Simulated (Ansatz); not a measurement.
# CH3Cl2F2MoN: a ladder of functionals and wavefunction methods

An exercise on one series of results from a longer session: the logs are not shown, and one member is left open.

Program: Ansatz 0.2.0, Gaussian basis. Level of theory: functionals in def2-TZVPP, the program's frozen cores in correlated methods. These are calculated values, not measurements.

Levels to be run: LDA (SPW92), PBE-D4, revPBE-D4, BLYP-D4, r2SCAN-D4, B97M-V, PBE0-D4, B3LYP-D4, r2SCANh-D4, r2SCAN0-D4, HSE06-D4, BHLYP-D4, CAM-B3LYP-D4, LC-ωPBE, ωB97X-V, ωB97M-V, B2PLYP, PBE-QIDH; CCSD(T)/def2-SVP; MP2/def2-TZVPP; MP2/def2-QZVPP; RPA on PBE.

### Structure used throughout

An earlier PBE0-D4 in a triple-zeta def2 set relaxation fixed the geometry. Mo takes the def2 core potential; no spin-orbit term is included.

SMILES `C[N]=[Mo]([F])([F])([Cl])[Cl]`, 10 atoms, charge 0, spin multiplicity 1.

Atoms are counted from 1 here; the program's logs count them from 0.

Bond lengths: C1–N2 1.411 Å, C1–H8 1.094 Å, C1–H9 1.094 Å, C1–H10 1.093 Å, N2–Mo3 1.670 Å, Mo3–F4 1.858 Å, Mo3–F5 1.858 Å, Mo3–Cl6 2.289 Å, Mo3–Cl7 2.289 Å. Angles: N2–C1–H8 109.3°, N2–C1–H9 109.3°, N2–C1–H10 109.8°, H8–C1–H9 109.4°, H8–C1–H10 109.5°, H9–C1–H10 109.5°, C1–N2–Mo3 177.0°, N2–Mo3–F4 105.0°, N2–Mo3–F5 105.0°, N2–Mo3–Cl6 101.6°, N2–Mo3–Cl7 101.6°, F4–Mo3–F5 84.5°, F4–Mo3–Cl6 86.8°, F4–Mo3–Cl7 153.3°, F5–Mo3–Cl6 153.3°, F5–Mo3–Cl7 86.8°, Cl6–Mo3–Cl7 89.8°.

Set-up of the first run:

File in.yaml:

```yaml
crystal:
  periodic: [false, false, false]
  atoms:
    - {symbol: C, position_ang: [0.373923, -1.725850, 0.043861]}
    - {symbol: N, position_ang: [0.034605, -0.360365, -0.061580]}
    - {symbol: Mo, position_ang: [-0.321505, 1.270824, -0.114962]}
    - {symbol: F, position_ang: [-2.143522, 1.354505, -0.471363]}
    - {symbol: F, position_ang: [-0.130412, 1.746938, -1.901183]}
    - {symbol: Cl, position_ang: [-0.860284, 1.695024, 2.068475]}
    - {symbol: Cl, position_ang: [1.741626, 2.202629, 0.220939]}
    - {symbol: H, position_ang: [1.461808, -1.832845, 0.001389]}
    - {symbol: H, position_ang: [0.006568, -2.117684, 0.996860]}
    - {symbol: H, position_ang: [-0.079808, -2.284377, -0.779336]}
basis:
  gaussian: {orbitals: def2-TZVPP}
hamiltonian: {xc: lda}
output: {orbitals: {seedname: orbitals}}
```

The run is started by

```
$ ansatz run in.yaml --threads 4 --pin off --events-out ev --progress --plain --max-ram 11315MiB
```

Steps of the session up to this table: LDA; PBE-D4 (GGA); revPBE-D4 (GGA); BLYP-D4 (GGA); r2SCAN-D4 (meta-GGA); B97M-V (meta-GGA); PBE0-D4 (hybrid); B3LYP-D4 (hybrid); r2SCANh-D4 (hybrid); r2SCAN0-D4 (hybrid); HSE06-D4 (hybrid); BHLYP-D4 (hybrid); CAM-B3LYP-D4 (range-separated); LC-ωPBE (range-separated); ωB97X-V (range-separated); ωB97M-V (range-separated); B2PLYP (double hybrid); PBE-QIDH (double hybrid).

One table of the session follows, with a row left open; its other results are not shown here.

It belongs to the step «Orbital energies across the functionals». 

| functional | HOMO (eV) | LUMO (eV) | gap (eV) |
| --- | --- | --- | --- |
| LDA (SPW92) | -7.56 | -5.15 | 2.41 |
| PBE-D4 | -7.39 | -4.93 | 2.45 |
| revPBE-D4 | -7.32 | -4.85 | 2.47 |
| BLYP-D4 | ? | ? | ? |
| r2SCAN-D4 | -7.74 | -5.00 | 2.73 |
| B97M-V | -7.82 | -4.99 | 2.83 |
| PBE0-D4 | -8.74 | -4.30 | 4.43 |
| B3LYP-D4 | -8.48 | -4.50 | 3.98 |
| r2SCANh-D4 | -8.23 | -4.74 | 3.49 |
| r2SCAN0-D4 | -8.97 | -4.32 | 4.65 |
| HSE06-D4 | -8.34 | -4.68 | 3.66 |
| BHLYP-D4 | -9.95 | -3.43 | 6.52 |
| CAM-B3LYP-D4 | -10.05 | -3.26 | 6.79 |
| LC-ωPBE | -11.40 | -2.15 | 9.25 |
| ωB97X-V | -11.04 | -2.20 | 8.84 |
| ωB97M-V | -10.89 | -2.19 | 8.70 |

Q: Estimate the row for BLYP-D4 from the others.

Worked estimate for «HOMO (eV)». Against the share of exact exchange, B3LYP-D4 (0.2, -8.48), BHLYP-D4 (0.5, -9.95) give a slope of -4.90 per unit share; at 0 the line stands at -7.50.

The run gave: HOMO (eV): -7.23; LUMO (eV): -4.82; gap (eV): 2.41. In «HOMO (eV)» the line misses by -0.27.
